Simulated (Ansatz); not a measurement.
Working through vertical energies of changing the electron count of H₅NOSiSn, SMILES [OH][SnH]1[NH][SiH2]1

With the Python package of Ansatz (0.2.0).

Contents of `h5nosisn.xyz`:
```text
9

O    -1.99740    1.34810    0.49390
Sn   -0.32530    1.03070   -0.42540
N     0.83630   -0.12400    0.82260
Si    0.47400   -1.35160   -0.34410
H    -2.40890    0.48790    0.66690
H     0.63920    2.43290   -0.90280
H     1.88610    0.13230    0.62900
H    -0.54150   -2.28540    0.21650
H     1.52590   -1.71720   -1.17370
```

Run as a notebook:

In [1]:
```python
import ansatz as az

BASIS_SET = "def2-TZVP"
XC = "pbe"
```

In [2]:
```python
def energy(molecule, charge=0, unpaired=0):
    calc = (
        molecule.calculation()
        .basis(gaussian=BASIS_SET)
        .functional(XC)
        .accuracy("medium")
    )
    if charge:
        calc = calc.charge(charge)
    if unpaired:
        calc = calc.spin("collinear", total=unpaired)
    return calc.run().report["free_energy_ev"]
```

In [3]:
```python
geometry = az.Crystal.molecule_from_extxyz("h5nosisn.xyz")
```

In [4]:
```python
parent = energy(geometry, 0, 0)
cation = energy(geometry, 1, 1)
print(f"E(N)   = {parent:.5f} eV")
print(f"E(N-1) = {cation:.5f} eV  (1 unpaired)")
print(f"vertical ionisation energy {cation - parent:.3f} eV")
```
```text
E(N)   = -17320.31082 eV
E(N-1) = -17312.70977 eV  (1 unpaired)
vertical ionisation energy 7.601 eV
```

At this unrelaxed geometry removing an electron costs 7.60 eV.

Notes:
- The settings weren't tested for convergence.
- The geometry is a force-field or estimated start, not a minimum of this method, and the basis set is short of its limit. All parts are taken at fixed geometry, without zero-point energy. At an unrelaxed start these energies can be a whole eV from those at the minimum, and a small affinity can change sign.
- def2 sets replace the cores of elements past krypton by effective core potentials.
- Timing: 28 s on 1 thread of Arm Neoverse N1 (shared host), peak memory 0.31 GiB.

(Lines on the test bed's own set-up are left out of the output.)
